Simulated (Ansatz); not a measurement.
# BeMgH₂ (triplet): wave-function methods side by side at distance Mg2–H4 = 2.734 Å, 6-31G

Aim: climb from Hartree-Fock through coupled cluster and multireference methods for BeMgH₂ (triplet) at one geometry and basis, and see what each rung misses.

Program: Ansatz 0.2.0, Gaussian basis. Level of theory: 6-31G, core rule «outside noble gas», up to 6 orbitals frozen. These are calculated values, not measurements.

Plan: UHF; CCSD(T) on ROHF; CCSD(T) on UHF; BCCD(T) on ROHF; CISD; CCSDT(Q) on ROHF; CCSDT(Q) on UHF; CISDTQ; CCSDTQ on ROHF; CCSDTQ on UHF; CASSCF and MRCISD+Q, 4 electrons in 4 orbitals; CASSCF and NEVPT2, 4 electrons in 4 orbitals; CASSCF and MRCISD+Q, 6 electrons in 10 orbitals; CASSCF and NEVPT2, 6 electrons in 10 orbitals; Full CI.

20 further runs of the same task are left out: 13 that didn't finish, 7 set aside as unsound or not needed.

### Step 1. What is computed

The geometry derives from a PBE0/def2-TZVP stationary point (not a proven minimum). One bond is set to the value named and the two fragments are kept rigid.

4 atoms, charge 0, spin multiplicity 3.

Atoms are counted from 1 here; the program's logs count them from 0.

Bond lengths: Be1–H3 1.420 Å, Mg2–H3 2.008 Å. Angles: Be1–H3–Mg2 95.7°.

As a file:

```xyz
4
BeH2Mg
Be    0.0000   -0.0716    1.9424
Mg    0.0000   -0.0444   -0.6287
H     0.0000    1.0414    1.0600
H     0.0000    0.6699   -3.2677
```

### Step 2. UHF

File in.yaml:

```yaml
crystal:
  periodic: [false, false, false]
  atoms:
    - {symbol: Be, position_ang: [0.000000, -0.071649, 1.942401]}
    - {symbol: Mg, position_ang: [0.000000, -0.044402, -0.628676]}
    - {symbol: H, position_ang: [0.000000, 1.041437, 1.059961]}
    - {symbol: H, position_ang: [0.000000, 0.669881, -3.267721]}
basis:
  gaussian: {orbitals: 6-31G}
magnetization: {spin_polarized: true, initial_magnetization: 2}
hamiltonian: {xc: hf}
output: {orbitals: {seedname: orbitals}}
```

Started as:

```
ansatz run in.yaml --threads 1 --pin off --events-out ev --progress --plain --max-ram 2393MiB
```

Further steps of the session: CCSD(T) on ROHF; CCSD(T) on UHF; BCCD(T) on ROHF; CISD; CCSDT(Q) on ROHF; CCSDT(Q) on UHF; CISDTQ; CCSDTQ on ROHF; CCSDTQ on UHF; CASSCF and MRCISD+Q, 4 electrons in 4 orbitals; CASSCF and NEVPT2, 4 electrons in 4 orbitals; CASSCF and MRCISD+Q, 6 electrons in 10 orbitals; CASSCF and NEVPT2, 6 electrons in 10 orbitals; Full CI.

Q: Predict the results of all the runs planned. Wanted: FCI below the RHF energy; RMP2 from FCI; UMP2 from FCI; RCCSD from FCI; RCCSD(T) from FCI; UCCSD(T) from FCI; RCCSDT(Q) from FCI; UCCSDT(Q) from FCI; NEVPT2 pair from FCI.

**Answer**, as computed:

| quantity | value |
| --- | --- |
| FCI below the RHF energy | -2.0443 eV |
| RMP2 from FCI | +20.97 kcal/mol |
| UMP2 from FCI | +17.70 kcal/mol |
| RCCSD from FCI | +2.34 kcal/mol |
| RCCSD(T) from FCI | +0.91 kcal/mol |
| UCCSD(T) from FCI | +0.63 kcal/mol |
| RCCSDT(Q) from FCI | +0.02 kcal/mol |
| UCCSDT(Q) from FCI | 0.00 kcal/mol |
| NEVPT2 pair from FCI | +10.20 kcal/mol |
| MRCISD+Q pair from FCI | +1.12 kcal/mol |
| NEVPT2 valence from FCI | +1.97 kcal/mol |
| levels within 1 kcal/mol (43 meV) | RCCSD(T), UCCSD(T), BCCD(T), RCCSDT, UCCSDT, CISDTQ, RCCSDT(Q), UCCSDT(Q), RCCSDTQ, UCCSDTQ, MRCISD valence, MRCISD+Q valence |
| T1 diagnostic | 0.076 |
| effectively unpaired electrons | 2.20 |

**Reading.** RCCSD(T) lands +0.91 kcal/mol from the yardstick (1.9 % of the correlation energy). The occupations show some static correlation. Of the multireference levels listed MRCISD+Q valence comes nearest in total energy (+0.16 kcal/mol), which doesn't show that its space is the better one. These misses are within one basis, not against nature; the frozen cores of restricted and unrestricted runs differ, which can shift their rows.
